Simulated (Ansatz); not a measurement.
# FH₃O₃Ti: a ladder of functionals and wavefunction methods

The task here is to estimate one member of a computed series from the others.

The runs use Ansatz 0.2.0, Gaussian basis; functionals in def2-TZVPP, the program's frozen cores in correlated methods.

The runs, in order: LDA (SPW92), PBE-D4, revPBE-D4, BLYP-D4, r2SCAN-D4, B97M-V, PBE0-D4, B3LYP-D4, r2SCANh-D4, r2SCAN0-D4, HSE06-D4, BHLYP-D4, CAM-B3LYP-D4, LC-ωPBE, ωB97X-V, ωB97M-V, B2PLYP, PBE-QIDH; CCSD(T)/def2-SVP; CCSD(T)/def2-TZVPP; MP2/def2-QZVPP; extrapolation to the limit; RPA on PBE.

## The relaxed structure

An earlier PBE0-D4 in a triple-zeta def2 set relaxation fixed the geometry.

8 atoms, charge 0, spin multiplicity 1.

Atoms are counted from 1 here; the program's logs count them from 0.

Bond lengths: O1–Ti2 1.788 Å, O1–H6 0.958 Å, Ti2–O3 1.793 Å, Ti2–O4 1.788 Å, Ti2–F5 1.768 Å, O3–H7 0.958 Å, O4–H8 0.957 Å. Angles: Ti2–O1–H6 133.5°, O1–Ti2–O3 108.7°, O1–Ti2–O4 110.7°, O1–Ti2–F5 109.4°, O3–Ti2–O4 109.5°, O3–Ti2–F5 110.4°, O4–Ti2–F5 108.3°, Ti2–O3–H7 130.4°, Ti2–O4–H8 133.9°.

Set-up of the first run:

Input file in.yaml:

```yaml
crystal:
  periodic: [false, false, false]
  atoms:
    - {symbol: O, position_ang: [-1.050692, 1.092064, 0.726907]}
    - {symbol: Ti, position_ang: [0.157042, 0.169850, -0.215297]}
    - {symbol: O, position_ang: [1.652967, 0.019133, 0.761250]}
    - {symbol: O, position_ang: [-0.462689, -1.459931, -0.611926]}
    - {symbol: F, position_ang: [0.491831, 1.019329, -1.729645]}
    - {symbol: H, position_ang: [-1.681859, 1.776027, 0.500603]}
    - {symbol: H, position_ang: [2.239036, -0.728357, 0.887705]}
    - {symbol: H, position_ang: [-1.253436, -1.945115, -0.375297]}
basis:
  gaussian: {orbitals: def2-TZVPP}
hamiltonian: {xc: lda}
output: {orbitals: {seedname: orbitals}}
```

Command:

```
> ansatz run in.yaml --threads 4 --pin off --events-out ev --progress --plain --max-ram 10444MiB
```

Steps of the session up to this table: LDA; PBE-D4 (GGA); revPBE-D4 (GGA); BLYP-D4 (GGA); r2SCAN-D4 (meta-GGA); B97M-V (meta-GGA); PBE0-D4 (hybrid); B3LYP-D4 (hybrid); r2SCANh-D4 (hybrid); r2SCAN0-D4 (hybrid); HSE06-D4 (hybrid); BHLYP-D4 (hybrid); CAM-B3LYP-D4 (range-separated); LC-ωPBE (range-separated); ωB97X-V (range-separated); ωB97M-V (range-separated); B2PLYP (double hybrid); PBE-QIDH (double hybrid).

One table of the session follows, with a row left open; its other results are not shown here.

It belongs to the step «Orbital energies across the functionals». 

| functional | HOMO (eV) | LUMO (eV) | gap (eV) |
| --- | --- | --- | --- |
| LDA (SPW92) | -7.82 | -2.82 | 4.99 |
| PBE-D4 | -7.59 | -2.56 | 5.02 |
| revPBE-D4 | ? | ? | ? |
| BLYP-D4 | -7.51 | -2.51 | 4.99 |
| r2SCAN-D4 | -7.98 | -2.48 | 5.50 |
| B97M-V | -8.05 | -2.48 | 5.57 |
| PBE0-D4 | -9.31 | -1.57 | 7.74 |
| B3LYP-D4 | -9.04 | -1.90 | 7.14 |
| r2SCANh-D4 | -8.62 | -2.10 | 6.52 |
| r2SCAN0-D4 | -9.60 | -1.50 | 8.10 |
| HSE06-D4 | -8.90 | -1.96 | 6.94 |
| BHLYP-D4 | -10.99 | -0.44 | 10.56 |
| CAM-B3LYP-D4 | -10.83 | -0.47 | 10.36 |
| LC-ωPBE | -12.17 | 0.77 | 12.94 |
| ωB97X-V | -11.82 | 0.74 | 12.56 |
| ωB97M-V | -11.76 | 0.66 | 12.42 |

Q: Estimate the row for revPBE-D4 from the others.

The run gave: HOMO (eV): -7.50; LUMO (eV): -2.47; gap (eV): 5.03. In the column «HOMO (eV)» it is the highest.
